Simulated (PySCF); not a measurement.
# C₄HF₄N: a tour of settings

Aim: see how C₄HF₄N (`N#C[C@H](F)C(F)=C(F)F`) answers to the choice of functional, basis, grid and SCF options.

The runs use PySCF 2.14.0, with density-fitted response routines of our own; the level of theory stands in each step. All values are computed, except where a source is named. Atoms count from 0, in the outputs and in this text.

## (1) Starting geometry

10 atoms, charge 0, multiplicity 1; geometry from: GFN2-xTB.

Bonds of the start (Å): N0–C1 1.14, C1–C2 1.46, C2–F3 1.37, C2–C4 1.51, C4–F5 1.34, C4–C6 1.33, C6–F7 1.32, C6–F8 1.32, C2–H9 1.10.

## (2) Ultraviolet spectrum: BHandHLYP/def2-SVPD

Job settings and geometry (Å):

```
{"job": {"kind": "uv", "xc": "BHandHLYP", "basis": "def2-SVPD", "nstates": 1, "ntriplets": 5, "tda": false, "scf": {"conv": 1e-15, "aux": "sto-3g", "max_cycle": 95}}, "charge": 0, "multiplicity": 1}
N      0.690153     2.367585    -1.192877
C      0.675307     1.241749    -1.015718
C      0.663490    -0.197134    -0.769028
F     -0.095587    -0.832190    -1.722912
C      0.128461    -0.489659     0.612866
F      1.004892    -1.049456     1.460725
C     -1.117380    -0.242099     1.011130
F     -2.025456     0.317086     0.238730
F     -1.602102    -0.517119     2.202724
H      1.687105    -0.594108    -0.848167
```

Method: TDDFT BHandHLYP/def2-SVPD, vertical, gas phase, core orbitals frozen in the response.

The run is started by

```bash
$ OMP_NUM_THREADS=1 python probes_run.py task.json out
```

This one command runs all jobs of the session in turn.

The log of the run:

```text
final grid: 107616 points
cycle   1  E = -609.1748128069  dE =  1.632e+00  |g| = 8.209e-01  |ddm| = 7.586e+00
cycle   2  E = -609.1966406803  dE = -2.183e-02  |g| = 8.213e-01  |ddm| = 2.596e+00
cycle   3  E = -609.3294056238  dE = -1.328e-01  |g| = 2.014e-01  |ddm| = 1.853e+00
cycle   4  E = -609.3373090373  dE = -7.903e-03  |g| = 7.296e-02  |ddm| = 4.346e-01
cycle   5  E = -609.3384636237  dE = -1.155e-03  |g| = 2.622e-02  |ddm| = 1.941e-01
cycle   6  E = -609.3386145046  dE = -1.509e-04  |g| = 3.420e-03  |ddm| = 5.000e-02
cycle   7  E = -609.3386179929  dE = -3.488e-06  |g| = 1.587e-03  |ddm| = 1.417e-02
cycle   8  E = -609.3386187059  dE = -7.130e-07  |g| = 4.945e-04  |ddm| = 4.449e-03
cycle   9  E = -609.3386187786  dE = -7.271e-08  |g| = 1.367e-04  |ddm| = 1.733e-03
cycle  10  E = -609.3386187897  dE = -1.103e-08  |g| = 6.133e-05  |ddm| = 5.923e-04
cycle  11  E = -609.3386187928  dE = -3.139e-09  |g| = 3.485e-05  |ddm| = 3.391e-04
cycle  12  E = -609.3386187938  dE = -9.809e-10  |g| = 2.101e-05  |ddm| = 1.570e-04
cycle  13  E = -609.3386187942  dE = -4.204e-10  |g| = 1.063e-05  |ddm| = 1.078e-04
cycle  14  E = -609.3386187943  dE = -9.982e-11  |g| = 3.187e-06  |ddm| = 7.153e-05
cycle  15  E = -609.3386187943  dE = -4.093e-12  |g| = 1.973e-06  |ddm| = 1.034e-05
cycle  16  E = -609.3386187943  dE =  9.095e-13  |g| = 4.849e-07  |ddm| = 6.089e-06
cycle  17  E = -609.3386187943  dE = -1.819e-12  |g| = 2.246e-07  |ddm| = 1.502e-06
cycle  18  E = -609.3386187943  dE = -1.137e-12  |g| = 5.729e-08  |ddm| = 1.002e-06
cycle  19  E = -609.3386187943  dE =  1.137e-12  |g| = 1.788e-08  |ddm| = 1.870e-07
cycle  20  E = -609.3386187943  dE =  0.000e+00  |g| = 9.346e-09  |ddm| = 3.966e-08
converged SCF energy = -609.3386187943

Static polarisability (au): isotropic 51.852, principal 42.651 52.843 60.060

Singlet excitations
state   eV       nm        f      main configurations
  1   6.6824    185.5   0.03757   H-1->L+1 0.27, H->L 0.21, H-2->L 0.18

Triplet excitations (Tamm-Dancoff, eV): 5.0819 7.0523 7.2110 7.2629 7.5388
```

Run time: 70 s. Hardware: 1 thread of AMD EPYC, shared host; peak memory 0.49 GiB.

It converged, yet the result is unsound: the fitting basis sto-3g is not made for Coulomb and exchange fitting here.

## (3) Shielding tensors: CAM-B3LYP/3-21G

Same as in step 2 but for these lines:

```diff
@@ -1,2 +1,2 @@
-{"job": {"kind": "uv", "xc": "BHandHLYP", "basis": "def2-SVPD", "nstates": 1, "ntriplets": 5, "tda": false, "scf": {"conv": 1e-15, "aux": "sto-3g", "max_cycle": 95}}, "charge": 0, "multiplicity": 1}
+{"job": {"kind": "nmr", "xc": "CAM-B3LYP", "basis": "3-21G", "pop": false}, "charge": 0, "multiplicity": 1}
 N      0.690153     2.367585    -1.192877
```

Level: GIAO CAM-B3LYP/3-21G NMR shielding, non-relativistic, gas phase.

The log of the run:

```text
coarse grid: 10376 points
cycle   1  E = -603.1698905593  dE =  1.585e+00  |g| = 1.084e+00  |ddm| = 3.670e+00
cycle   2  E = -602.9218686032  dE =  2.480e-01  |g| = 1.676e+00  |ddm| = 3.001e+00
cycle   3  E = -603.4182179226  dE = -4.963e-01  |g| = 1.706e-01  |ddm| = 1.791e+00
cycle   4  E = -603.4226290695  dE = -4.411e-03  |g| = 8.924e-02  |ddm| = 1.835e-01
cycle   5  E = -603.4242274657  dE = -1.598e-03  |g| = 1.337e-02  |ddm| = 8.994e-02
cycle   6  E = -603.4242617663  dE = -3.430e-05  |g| = 4.281e-03  |ddm| = 1.559e-02
cycle   7  E = -603.4242656215  dE = -3.855e-06  |g| = 1.243e-03  |ddm| = 5.658e-03
final grid: 107616 points
cycle   8  E = -603.5366045835  dE = -1.782e-05  |g| = 3.884e-03  |ddm| = 1.155e-02
cycle   9  E = -603.5366035932  dE =  9.904e-07  |g| = 4.714e-03  |ddm| = 7.790e-03
cycle  10  E = -603.5366070319  dE = -3.439e-06  |g| = 4.179e-04  |ddm| = 4.617e-03
cycle  11  E = -603.5366070505  dE = -1.863e-08  |g| = 3.419e-04  |ddm| = 5.800e-04
cycle  12  E = -603.5366070743  dE = -2.380e-08  |g| = 4.619e-05  |ddm| = 2.952e-04
cycle  13  E = -603.5366070749  dE = -5.928e-10  |g| = 1.358e-05  |ddm| = 6.493e-05
converged SCF energy = -603.5366070749

GIAO shielding tensors (ppm)
atom      isotropic    diamagn.    paramagn.     s11        s22        s33       span
  0 N        5.189     343.047    -337.858   -145.928   -119.220    280.715    426.643
  1 C      103.524     255.403    -151.879      5.934     10.160    294.478    288.544
  2 C      136.783     235.684     -98.901    113.389    126.881    170.078     56.690
  3 F      417.413     463.517     -46.104    376.267    412.964    463.009     86.742
  4 C       84.478     247.506    -163.027     51.504     86.612    115.319     63.814
  5 F      386.476     464.223     -77.747    329.129    410.431    419.869     90.739
  6 C       57.212     248.045    -190.832      2.541     76.853     92.242     89.702
  7 F      307.242     474.186    -166.944    291.302    305.246    325.176     33.874
  8 F      298.818     467.684    -168.865    259.122    299.901    337.433     78.311
  9 H       27.537      26.954       0.583     25.443     26.222     30.946      5.503
```

It took 30 s on 1 thread of AMD EPYC, shared host; peak memory 0.5 GiB.

Shifts follow as δ = σ(reference) − σ, with reference shieldings (ppm) from runs at the same level and on the same kind of geometry: 1H TMS 33.33, 13C TMS 208.4, 19F CFCl3 208.3, 15N NH3 268.7. The references are single molecules in the gas phase, so shifts against H2O, NH3, PH3, H3PO4 or CFCl3 are not on the usual liquid scales and can be off by tens of ppm.

| atoms | environment | σ (ppm) | δ (ppm) |
| --- | --- | --- | --- |
| C6 | fully substituted alkene carbon | 57.2 | 151.2 |
| C4 | fully substituted alkene carbon | 84.5 | 123.9 |
| C1 | nitrile carbon | 103.5 | 104.9 |
| C2 | allylic sp3 CH bonded to F | 136.8 | 71.6 |
| H9 | hydrogen on an allylic sp3 CH bonded to F | 27.54 | 5.79 |
| N0 | nitrile nitrogen | 5.2 | 263.6 |
| F8 | vinylic fluorine | 298.8 | -90.5 |
| F7 | vinylic fluorine | 307.2 | -98.9 |
| F5 | vinylic fluorine | 386.5 | -178.2 |
| F3 | fluorine on an sp3 carbon | 417.4 | -209.1 |

Orbitals, density, ELF and potential are computed afterwards from the orbital file.

Frontier orbitals at CAM-B3LYP/3-21G, with the share of their density that lies nearest to each atom:

| orbital | energy (eV) | lies on |
| --- | --- | --- |
| HOMO | -9.06 | C4 33 %; C6 24 %; F5 17 % |
| LUMO | 0.41 | C6 24 %; N0 15 %; C4 15 % |

ELF in a plane through or near 5 of the atoms.

Ten even steps from ' ' (0.00) to '@' (1.00):
```
                                                        
                                                        
                                                        
                ..                                      
            ::======::          ..::                    
          ::==******++--..    ==++**--..                
          ::++****##**++--    ==****--    ..            
          ::==**######**++    ::--==::..++##++..        
          ::==****::..**++    --++::==++%%%%%%==        
          ..--****++##%%++::==####--==##==**%%++        
              ..--==##--++%%----**##--==%%%%##--        
                ..==##++**%%--++----    --++--          
                ##@@@@@@**::==++++--                    
              ::@@@@@@@@==  --**##**::                  
              ..##@@@@##..  ++##%%##::                  
                ::==++::    ::++++--                    
                                                        
                                                        
                                                        
                                                        
```
The map spans 10.7 Å across and 8.6 Å up, centred on the molecule. Atoms in the plane (x, y in Å): C1 (-1.6, 0.6), C4 (0.6, -0.5), C6 (1.5, 0.4), F8 (2.7, 0.3), H9 (-1.4, -1.4).

log10 of the density (e/Å³) in the same plane.

Values, 10 rows by 14 columns:
```
-4.0 -4.0 -4.0 -4.0 -4.0 -4.0 -4.0 -4.0 -4.0 -4.0 -4.0 -4.0 -4.0 -4.0
-4.0 -4.0 -4.0 -3.9 -3.1 -3.4 -4.0 -4.0 -4.0 -4.0 -4.0 -4.0 -4.0 -4.0
-4.0 -4.0 -3.3 -1.8 -1.2 -1.5 -2.3 -2.5 -1.5 -1.8 -3.1 -4.0 -4.0 -4.0
-4.0 -4.0 -2.4 -1.0 -0.2 -0.4 -1.2 -1.3 -0.3 -0.6 -1.3 -1.9 -4.0 -4.0
-4.0 -4.0 -2.4 -1.1  0.0  0.4 -0.5 -0.9 -0.1  0.1  0.6  0.0 -2.2 -4.0
-4.0 -4.0 -3.2 -1.9 -0.7  0.0  0.1  0.3  0.3 -0.2  0.2 -0.2 -2.5 -4.0
-4.0 -4.0 -4.0 -2.6 -0.9  0.1 -0.3 -0.1  0.1 -1.0 -1.9 -2.5 -4.0 -4.0
-4.0 -4.0 -4.0 -3.0 -1.6 -0.9 -1.3 -0.6  0.0 -1.2 -3.3 -4.0 -4.0 -4.0
-4.0 -4.0 -4.0 -4.0 -3.0 -2.7 -2.9 -2.3 -1.8 -3.1 -4.0 -4.0 -4.0 -4.0
-4.0 -4.0 -4.0 -4.0 -4.0 -4.0 -4.0 -4.0 -4.0 -4.0 -4.0 -4.0 -4.0 -4.0
```
The map spans 10.7 Å across and 8.6 Å up, centred on the molecule. Atoms in the plane (x, y in Å): C1 (-1.6, 0.6), C4 (0.6, -0.5), C6 (1.5, 0.4), F8 (2.7, 0.3), H9 (-1.4, -1.4).

On the surface of density 0.002 e/bohr³ the electrostatic potential runs, from the 1st to the 99th percentile, from -1.56 V near N0 to 1.82 V near H9.

## (4) Nuclear shieldings: LC-wPBE/pcSseg-1

Same as in step 3 but for these lines:

```diff
@@ -1,2 +1,2 @@
-{"job": {"kind": "nmr", "xc": "CAM-B3LYP", "basis": "3-21G", "pop": false}, "charge": 0, "multiplicity": 1}
+{"job": {"kind": "nmr", "xc": "LC-wPBE", "basis": "pcSseg-1", "pop": false}, "charge": 0, "multiplicity": 1}
 N      0.690153     2.367585    -1.192877
```

Method: GIAO LC-wPBE/pcSseg-1 NMR shielding, non-relativistic, gas phase.

The log of the run:

```text
coarse grid: 10376 points
cycle   1  E = -606.2659189581  dE =  1.857e+00  |g| = 1.175e+00  |ddm| = 2.997e+00
cycle   2  E = -606.1602051858  dE =  1.057e-01  |g| = 1.516e+00  |ddm| = 1.571e+00
cycle   3  E = -606.5384813388  dE = -3.783e-01  |g| = 1.345e-01  |ddm| = 9.076e-01
cycle   4  E = -606.5412313781  dE = -2.750e-03  |g| = 7.562e-02  |ddm| = 1.099e-01
cycle   5  E = -606.5423356304  dE = -1.104e-03  |g| = 2.185e-02  |ddm| = 5.988e-02
cycle   6  E = -606.5424430702  dE = -1.074e-04  |g| = 4.576e-03  |ddm| = 1.998e-02
cycle   7  E = -606.5424504387  dE = -7.369e-06  |g| = 1.654e-03  |ddm| = 7.372e-03
final grid: 107616 points
cycle   8  E = -606.6482708255  dE = -6.887e-05  |g| = 1.749e-02  |ddm| = 3.213e-02
cycle   9  E = -606.6482568099  dE =  1.402e-05  |g| = 1.985e-02  |ddm| = 2.082e-02
cycle  10  E = -606.6483110799  dE = -5.427e-05  |g| = 4.524e-04  |ddm| = 9.746e-03
cycle  11  E = -606.6483111295  dE = -4.966e-08  |g| = 3.455e-04  |ddm| = 7.175e-04
cycle  12  E = -606.6483111511  dE = -2.161e-08  |g| = 1.373e-04  |ddm| = 3.016e-04
cycle  13  E = -606.6483111556  dE = -4.462e-09  |g| = 3.046e-05  |ddm| = 1.072e-04
cycle  14  E = -606.6483111562  dE = -5.764e-10  |g| = 1.588e-05  |ddm| = 6.877e-05
converged SCF energy = -606.6483111562

GIAO shielding tensors (ppm)
atom      isotropic    diamagn.    paramagn.     s11        s22        s33       span
  0 N      -47.630     337.900    -385.530   -221.758   -192.791    271.658    493.416
  1 C       68.806     262.854    -194.048    -48.850    -42.418    297.685    346.535
  2 C      111.949     238.717    -126.768     81.676     99.781    154.391     72.715
  3 F      395.128     470.926     -75.797    340.464    406.037    438.884     98.420
  4 C       51.363     252.797    -201.434     10.896     52.650     90.541     79.644
  5 F      372.040     470.486     -98.445    317.798    387.837    410.486     92.688
  6 C       17.322     249.628    -232.306    -49.155     40.496     60.624    109.778
  7 F      285.923     474.144    -188.221    270.374    287.080    300.315     29.941
  8 F      271.507     469.775    -198.267    240.751    283.851    289.920     49.169
  9 H       25.971      26.313      -0.342     24.025     24.736     29.153      5.127
```

Run time: 70 s. Hardware: 1 thread of AMD EPYC, shared host; peak memory 0.73 GiB.

Key values: δ C6 173.7, C4 139.7, C1 122.2, C2 79.1, H9 5.81 ppm.

## (5) Nuclear shieldings: PBE0/3-21G

Same as in step 4 but for these lines:

```diff
@@ -1,2 +1,2 @@
-{"job": {"kind": "nmr", "xc": "LC-wPBE", "basis": "pcSseg-1", "pop": false}, "charge": 0, "multiplicity": 1}
+{"job": {"kind": "nmr", "xc": "PBE0", "basis": "3-21G", "pop": false, "scf": {"aux": "def2-universal-jkfit"}}, "charge": 0, "multiplicity": 1}
 N      0.690153     2.367585    -1.192877
```

Level: GIAO PBE0/3-21G NMR shielding, non-relativistic, gas phase.

The log of the run:

```text
final grid: 107616 points
cycle   1  E = -602.9354572064  dE =  1.471e+00  |g| = 9.621e-01  |ddm| = 3.734e+00
cycle   2  E = -602.5246424358  dE =  4.108e-01  |g| = 1.791e+00  |ddm| = 3.129e+00
cycle   3  E = -603.1195564377  dE = -5.949e-01  |g| = 2.381e-01  |ddm| = 2.039e+00
cycle   4  E = -603.1297654961  dE = -1.021e-02  |g| = 8.417e-02  |ddm| = 2.384e-01
cycle   5  E = -603.1312254910  dE = -1.460e-03  |g| = 1.989e-02  |ddm| = 8.611e-02
cycle   6  E = -603.1312884360  dE = -6.294e-05  |g| = 3.330e-03  |ddm| = 2.088e-02
cycle   7  E = -603.1312901579  dE = -1.722e-06  |g| = 9.733e-04  |ddm| = 4.038e-03
cycle   8  E = -603.1312903211  dE = -1.633e-07  |g| = 4.077e-04  |ddm| = 1.447e-03
cycle   9  E = -603.1312903596  dE = -3.844e-08  |g| = 9.220e-05  |ddm| = 4.738e-04
cycle  10  E = -603.1312903613  dE = -1.751e-09  |g| = 3.244e-05  |ddm| = 1.115e-04
cycle  11  E = -603.1312903615  dE = -2.051e-10  |g| = 9.531e-06  |ddm| = 3.981e-05
converged SCF energy = -603.1312903615

GIAO shielding tensors (ppm)
atom      isotropic    diamagn.    paramagn.     s11        s22        s33       span
  0 N        6.079     342.188    -336.109   -144.141   -116.062    278.440    422.580
  1 C      104.521     254.385    -149.864      8.340     12.043    293.179    284.839
  2 C      137.445     235.465     -98.020    114.214    128.036    170.083     55.868
  3 F      413.503     462.942     -49.439    370.118    410.150    460.241     90.123
  4 C       86.963     246.963    -160.000     56.810     88.336    115.743     58.933
  5 F      381.097     463.635     -82.539    323.492    403.748    416.050     92.559
  6 C       59.558     247.300    -187.741      8.580     77.490     92.604     84.025
  7 F      302.071     473.253    -171.182    284.700    298.898    322.616     37.916
  8 F      293.182     467.159    -173.977    250.177    293.769    335.600     85.423
  9 H       27.406      26.714       0.693     25.277     25.952     30.990      5.713
```

Wall time 14 s (1 thread of AMD EPYC, shared host); peak memory 0.51 GiB.

In short: δ C6 149.9, C4 122.5, C1 105.0, C2 72.1, H9 5.86 ppm.

## (6) NMR shieldings: BLYP/6-31++G**

Same as in step 5 but for these lines:

```diff
@@ -1,2 +1,2 @@
-{"job": {"kind": "nmr", "xc": "PBE0", "basis": "3-21G", "pop": false, "scf": {"aux": "def2-universal-jkfit"}}, "charge": 0, "multiplicity": 1}
+{"job": {"kind": "nmr", "xc": "BLYP", "basis": "6-31++G**", "pop": false, "scf": {"conv": 1e-06}}, "charge": 0, "multiplicity": 1}
 N      0.690153     2.367585    -1.192877
```

Method: GIAO BLYP/6-31++G** NMR shielding, non-relativistic, gas phase.

The log of the run:

```text
final grid: 107616 points
cycle   1  E = -606.8488160303  dE =  1.488e+00  |g| = 8.823e-01  |ddm| = 4.778e+00
cycle   2  E = -606.0467118947  dE =  8.021e-01  |g| = 2.207e+00  |ddm| = 3.167e+00
cycle   3  E = -606.9624334551  dE = -9.157e-01  |g| = 3.806e-01  |ddm| = 2.365e+00
cycle   4  E = -606.9885909010  dE = -2.616e-02  |g| = 1.572e-01  |ddm| = 4.862e-01
cycle   5  E = -606.9933794251  dE = -4.789e-03  |g| = 5.389e-02  |ddm| = 1.940e-01
cycle   6  E = -606.9939200352  dE = -5.406e-04  |g| = 1.962e-02  |ddm| = 8.940e-02
cycle   7  E = -606.9939835750  dE = -6.354e-05  |g| = 6.996e-03  |ddm| = 3.725e-02
cycle   8  E = -606.9939960438  dE = -1.247e-05  |g| = 2.058e-03  |ddm| = 1.291e-02
cycle   9  E = -606.9939969610  dE = -9.171e-07  |g| = 3.222e-04  |ddm| = 3.009e-03
converged SCF energy = -606.9939969610

GIAO shielding tensors (ppm)
atom      isotropic    diamagn.    paramagn.     s11        s22        s33       span
  0 N       -0.969     317.732    -318.701   -150.454   -118.845    266.392    416.846
  1 C       89.918     272.954    -183.036    -11.924     -5.653    287.330    299.255
  2 C      113.194     240.083    -126.889     84.308    102.613    152.661     68.353
  3 F      363.280     462.903     -99.624    295.934    387.077    406.829    110.895
  4 C       62.237     243.292    -181.055     30.802     60.630     95.279     64.477
  5 F      346.258     466.983    -120.725    296.962    365.583    376.229     79.267
  6 C       33.794     244.398    -210.604    -11.765     45.792     67.356     79.120
  7 F      271.879     473.998    -202.119    259.468    270.435    285.734     26.266
  8 F      258.265     469.926    -211.660    227.977    266.973    279.847     51.870
  9 H       25.797      24.219       1.577     24.099     24.881     28.410      4.311
```

Wall time 58 s (1 thread of AMD EPYC, shared host); peak memory 0.67 GiB.

This run: δ C6 157.3, C4 128.9, C1 101.2, C2 77.9, H9 6.14 ppm.

## (7) Run by run: NMR shifts

Shifts (ppm) of some atoms, chosen among heavy atoms and hydrogens apart, with basis size and wall time:

| run | C6 | H9 | N0 | F8 | F7 | F3 | functions | time |
| --- | --- | --- | --- | --- | --- | --- | --- | --- |
| CAM-B3LYP/3-21G | 151.2 | 5.79 | 263.6 | -90.5 | -98.9 | -209.1 | 83 | 30 s |
| LC-wPBE/pcSseg-1 | 173.7 | 5.81 | 317.2 | -71.1 | -85.5 | -194.7 | 158 | 70 s |
| PBE0/3-21G | 149.9 | 5.86 | 263.1 | -98.1 | -107.0 | -218.4 | 83 | 14 s |
| BLYP/6-31++G** | 157.3 | 6.14 | 269.9 | -96.1 | -109.7 | -201.1 | 168 | 58 s |

## (8) Summary of results

| quantity | value |
| --- | --- |
| 13C shifts against TMS (CAM-B3LYP/3-21G) | 151.2, 123.9, 104.9, 71.6 ppm |
| 1H shifts against TMS (CAM-B3LYP/3-21G) | 5.79 ppm |
| 15N shifts against NH3 (CAM-B3LYP/3-21G) | 263.6 ppm |
| 19F shifts against CFCl3 (CAM-B3LYP/3-21G) | -90.5, -98.9, -178.2, -209.1 ppm |
| surface potential, 1st and 99th percentile | -1.56 V and 1.82 V |
| range of the shift of N0 | 263.1 to 317.2 ppm |
| property runs in this session | 5, of which 0 failed and 1 gave unsound results |

Single values in the summary come from the first run of each kind that ended normally (CAM-B3LYP/3-21G), which need not be the best level. At CAM-B3LYP/3-21G: The largest span, 427 ppm, is at N0, where the paramagnetic term is -338 ppm. In ppm, N0 moves most: its shift spreads over 54.1 ppm, from 263.1 (PBE0/3-21G) to 317.2 (LC-wPBE/pcSseg-1).
